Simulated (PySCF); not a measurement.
# SnCl: the SCF solver's settings

The same problem is solved with other solver options, one edit a run.

Method: method and basis as typed in the scripts; program: PySCF 2.14.0.

5 further runs of the same task are left out: 1 for a known fault of the program, 4 that didn't finish.

**1. Where the work starts**

SnCl: 2 atoms, charge 0, spin multiplicity 2.

Bond lengths: Sn1–Cl2 2.320 Å.

**2. Base script**

Contents of input.py:

```python
from pyscf import gto, scf, tdscf

mol = gto.M(
    atom='Sn 0 0 0; Cl 0 0 2.32',
    basis='lanl2dz',
    ecp={'Sn': 'lanl2dz', 'Cl': 'lanl2dz'},
    charge=0,
    spin=1,
    verbose=4,
)
mf = scf.UHF(mol)
mf.kernel()
td = tdscf.TDHF(mf)
td.nstates = 4
td.kernel()
td.analyze(verbose=3)
mf.dip_moment()
print('orbital energies (hartree):', [e[max(0, n-3):n+3].round(4) for e, n in zip(mf.mo_energy, mol.nelec)])
```

Started as:

```
OMP_NUM_THREADS=1 python input.py
```

The log of this run is left out.

In short: E(SCF) = -17.990695 Eh, 10 cycles, ⟨S²⟩ = 0.753, μ = 3.83 D, excitations 2.87, 3.08, 5.11, 5.17 eV.

The bond length is a typed value, not an optimised one.

**3. Smearing width 0.2 hartree**

Edit 1 changes smearing width: none → 0.2 hartree; step after the SCF: tddft → none.

Contents of input.py:

```python
from pyscf import gto, scf

mol = gto.M(
    atom='Sn 0 0 0; Cl 0 0 2.32',
    basis='lanl2dz',
    ecp={'Sn': 'lanl2dz', 'Cl': 'lanl2dz'},
    charge=0,
    spin=1,
    verbose=4,
)
mf = scf.UHF(mol)
mf = scf.addons.smearing_(mf, sigma=0.2, method='fermi')
mf.kernel()
mf.dip_moment()
print('orbital energies (hartree):', [e[max(0, n-3):n+3].round(4) for e, n in zip(mf.mo_energy, mol.nelec)])
```

Started as:

```
OMP_NUM_THREADS=1 python input.py
```

**4. Convergence threshold 1e-11 hartree**

Edit 2 changes convergence threshold: default → 1e-11 hartree.

input.py, as its differences from that of step 2:

```diff
@@ -11,2 +11,3 @@
 mf = scf.UHF(mol)
+mf.conv_tol = 1e-11
 mf.kernel()
```

**5. DIIS space 4**

Edit 3 changes DIIS space: default → 4.

input.py, as its differences from that of step 2:

```diff
@@ -11,2 +11,3 @@
 mf = scf.UHF(mol)
+mf.diis_space = 4
 mf.kernel()
```

Before running it: what results should come out? Wanted: for each run, E(SCF); from base; gap, α spin; SCF dipole; after the SCF.

As calculated:

```csv
run,E(SCF) (hartree),from base (eV),cycles,"gap, α spin (eV)",SCF dipole (D),after the SCF
base,-17.990695,0,10,6.66,3.83,lowest root found 2.87 eV
smearing width 0.2 hartree (poor choice),-17.049002,not comparable,14,n/a,2.92,n/a
convergence threshold 1e-11 hartree,-17.990695,0.0000,12,6.66,3.83,lowest root found 2.87 eV
DIIS space 4,-17.990695,0.0000,11,6.66,3.83,lowest root found 2.87 eV
```

Distance from each run's final energy (log10 hartree) by cycle:

```csv
run,cycle 1,cycle 2,cycle 3,cycle 5,cycle 8,cycle 12
base,-1.0,-1.9,-2.8,-5.1,-7.9,done
smearing width 0.2 hartree (poor choice),0.0,-1.4,-1.5,-3.2,-5.3,-8.2
convergence threshold 1e-11 hartree,-1.0,-1.9,-2.8,-5.1,-7.9,< -11
DIIS space 4,-1.0,-1.9,-2.8,-5.1,-7.8,done
```

**Reading.** No change of the SCF energy comes from convergence threshold 1e-11 hartree or DIIS space 4. Rows marked «poor choice» come from settings spoiled on purpose.
